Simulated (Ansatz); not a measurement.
This script makes cell relaxations under several functionals of Na₃Ca, space group Fm-3m with the Python package of Ansatz (0.2.0).

The script reads `na3ca.cif`:
```cif
data_Na3Ca
_cell_length_a 5.989364
_cell_length_b 5.989364
_cell_length_c 5.989364
_cell_angle_alpha 60.00000
_cell_angle_beta 60.00000
_cell_angle_gamma 60.00000
_symmetry_space_group_name_H-M 'P 1'
_symmetry_Int_Tables_number 1
loop_
_symmetry_equiv_pos_as_xyz
'x, y, z'
loop_
_atom_site_label
_atom_site_type_symbol
_atom_site_fract_x
_atom_site_fract_y
_atom_site_fract_z
Na1 Na    0.250000    0.250000    0.250000
Na2 Na    0.750000    0.750000    0.750000
Na3 Na    0.500000    0.500000    0.500000
Ca4 Ca    0.000000    0.000000    0.000000
```

`run_lattice.py`:
```python
"""Relaxed cell of Na3Ca under several functionals."""

import warnings

import ansatz as az
from ase.io import read
import numpy as np

def edges_and_angles(cell):
    cell = np.asarray(cell)
    a, b, c = np.linalg.norm(cell, axis=1)
    cosines = cell[1] @ cell[2] / (b * c), cell[0] @ cell[2] / (a * c), cell[0] @ cell[1] / (a * b)
    return (a, b, c, *np.degrees(np.arccos(cosines)))


def main() -> None:
    warnings.simplefilter("ignore", az.DeckWarning)

    atoms = read("na3ca.cif")
    system = az.Crystal.from_ase(atoms)

    calc = (
        system.calculation()
        .basis(37 * az.Ry)
        .kpoints(spacing=0.29)
        .scf(tolerance=1e-09)
        .occupations("Fermi-Dirac", width=50 * az.meV)
        .relax(cell=True)
    )

    levels = [("r2scan", "none"), ("lda", "none"), ("pbesol", "none")]
    print("level            a       b       c    alpha   beta  gamma  V/atom  steps")
    for name, dispersion in levels:
        seen = []
        run = calc.functional(name, dispersion=dispersion).session().plan()
        outcome = run.execute(on_event=lambda e: seen.append(e) if e["event"] == "relax_step" else None)
        cell = outcome.lattice.cell_ang
        label = name if dispersion == "none" else f"{name}+{dispersion}"
        print("{:13s} {:7.4f} {:7.4f} {:7.4f} {:6.2f} {:6.2f} {:6.2f}".format(label, *edges_and_angles(cell)), f"{abs(np.linalg.det(cell)) / len(outcome.lattice.sites):7.3f} {len(seen):5d}")


if __name__ == "__main__":
    main()
```

Rank the levels of theory by the volume of the relaxed cell.

From smallest to largest: LDA (34.66 Å³ an atom, -8.8 % against the start), PBEsol (37.39 Å³ an atom, -1.6 % against the start) and r2SCAN (38.97 Å³ an atom, +2.6 % against the start). The spread is 12.5 % in volume.

The run itself:

`python run_lattice.py` gives:
```text
level            a       b       c    alpha   beta  gamma  V/atom  steps
r2scan         6.0410  6.0410  6.0410  60.00  60.00  60.00  38.972     4
lda            5.8092  5.8092  5.8092  60.00  60.00  60.00  34.656     5
pbesol         5.9579  5.9579  5.9579  60.00  60.00  60.00  37.387     4
```

Forces vanish by symmetry, so the ions can't move, and the end may be a saddle. For a metal this k-point mesh is coarse: on a finer one energies can move by several to tens of meV an atom and pressures by half a GPa or more, differences at one mesh by less. The program warned that this SCF threshold is loose for forces or stresses. Edges and angles are those of the cell as typed, here a primitive one, not of the conventional cell. This cell is a computed structure, which may not be the phase found in nature. The script silences the warnings on its input, which a real study should read. Wall time of the script: 82 s on 1 thread of Arm Neoverse N1, on a shared host, peak memory 0.86 GiB.
